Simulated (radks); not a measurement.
# Ta⁴⁺ in [Xe] 4f14 5d1: an all-electron calculation

Wanted: eigenvalues, radial structure and energy terms of the tantalum ion Ta4+.

Method: Dirac Kohn-Sham, LDA (Slater exchange, Perdew-Wang correlation), spin-unpolarised, spherical densities, finite nucleus; open shells fill j = l - 1/2 first. Code: radks (a radial shooting solver on a logarithmic mesh, Libxc functionals) version 1.

### Step 1. The atom as given

| Property | Result |
| --- | --- |
| element | tantalum (Z = 73) |
| charge | +4 |
| electrons | 69 |
| configuration | [Xe] 4f14 5d1 |
| nuclear rms radius | 5.3507 fm |

### Step 2. The calculation

Input:

```text
Z 73
configuration [Xe] 4f14 5d1 6s0 6p0
relativity Dirac
functional lda,pw
spin unpolarised
j_filling energy
nucleus finite rms 5.3507 fm
c 137.035999084
```

What does the calculation give?

As calculated:

```
                        quantity                   value
                    total energy     -15611.3234 hartree
exchange-correlation share of it                  1.96 %
                            −T/E                  1.1218
          highest occupied level       5d3/2, -41.925 eV
    most extended occupied level  5d3/2, <r> = 1.71 bohr
 radius at density 0.001 e/bohr³               3.05 bohr
    maxima of the radial density                       4
         ionisation energy, NIST    48.27 (semi-emp.) eV
```

What this shows: The radial density shows 4 maxima for 5 occupied principal shells; where shells overlap, one shows as a shoulder or not at all. Relativity lifts −T/E to 1.122. Minus the highest eigenvalue, 41.925 eV, is 87 % of the tabulated ionisation energy (48.27 eV); the potential of a semilocal functional falls off too fast, so its top eigenvalue is too shallow. Spin polarisation and multiplet splitting are left out.
